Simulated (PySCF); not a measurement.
# BI+: bond curves at several levels of theory

Aim: find the lowest electronic state of BI+, scan its bond at several levels of theory, and get bond length, wavenumber and dissociation energy from each curve.

Program: PySCF 2.14.0. Level of theory: B x2c-SVPall, I x2c-SVPall, spin-free X2C with a Gaussian nucleus. These are calculated values, not measurements.

## Step 1: The job

A driver script around PySCF takes these settings:

```
atoms                         : B, I
charge                        : 1
basis                         : B x2c-SVPall, I x2c-SVPall
Hamiltonian                   : spin-free X2C with a Gaussian nucleus
basis functions               : 50
electrons treated             : 57
masses in u                   : 11.0093, 126.9045
levels                        : PBE0, PBE, r²SCAN, M06-2X, TPSSh, BLYP, HF, MP2, SCS-MP2, CCSD, CCSD(T)
grid                          : 80 radial by 434 angular points
occupations                   : held fixed by the projection of orbital angular momentum
dissociation limit            : B+ + I, each in its ground configuration
starting distance in angstrom : 2.225
values of 2S to try           : 1, 3
```

On the command line:

```
$ OMP_NUM_THREADS=1 python dia.py task.json out
```

Further steps of the session: The PBE0 curve of the state that the search chose; Other states along the same grid; PBE (GGA); r²SCAN; M06-2X; TPSSh; BLYP; UHF (mean field); Adding correlation.

**Question.** What will these runs give? Wanted: for each run, Re; ωe; De; μ.

As calculated:

Lowest PBE0 solution found, without spin–orbit coupling: ²Σ⁺ (doublet), unpaired electrons σ ↑. State 2 has its PBE0 minimum 1.70 eV higher. State 3 has its PBE0 minimum 3.29 eV higher. The other levels ran on the lowest alone.

```csv
level,Re (Å),ωe (cm⁻¹),De (eV),μ (D)
UHF,1.966,811,2.21,-3.81
UHF-MP2,1.955,861,3.05,n/a
UHF-SCS-MP2,1.961,840,2.76,n/a
UHF-CCSD,1.967,803,2.44,n/a
UHF-CCSD(T),1.972,801,2.66,n/a
PBE,1.973,791,3.84,-2.71
BLYP,1.987,763,3.56,-2.78
r²SCAN,1.965,813,3.76,-2.99
TPSSh,1.968,799,3.55,-2.89
PBE0,1.959,819,3.50,-2.95
M06-2X,1.955,820,2.79,-3.28
```

De is counted to B+ + I in their ground configurations. A positive dipole points from B to I; in an ion it is taken about the centre of mass and does not tell which atom is negative.

Differences from CCSD(T) in the same basis:

```csv
level,Re (mÅ),ωe (%)
UHF,-6,+1.2
UHF-MP2,-17,+7.5
UHF-SCS-MP2,-11,+4.8
UHF-CCSD,-4,+0.2
PBE,+1,-1.3
BLYP,+15,-4.9
r²SCAN,-6,+1.5
TPSSh,-4,-0.3
PBE0,-13,+2.2
M06-2X,-17,+2.4
```

**Reading.** Against CCSD(T) in the same basis, the bond length is nearest at PBE (+1 mÅ) and farthest at UHF-MP2 and M06-2X (-17 mÅ); the wavenumber is nearest at UHF-CCSD (+0.2 %) and farthest at UHF-MP2 (+7.5 %). Hartree–Fock falls on the short and stiff side, its usual fault. CCSD(T) in a basis this small is itself some way from its limit, more so than the functionals. Of the levels with a De here, UHF gives the least (2.21 eV) and PBE the most (3.84 eV).

Correlated steps freeze 19 core orbitals. Spin–orbit coupling is left out, which matters for elements this heavy, above all for dissociation energies. With spin–orbit coupling the term label itself may not hold.
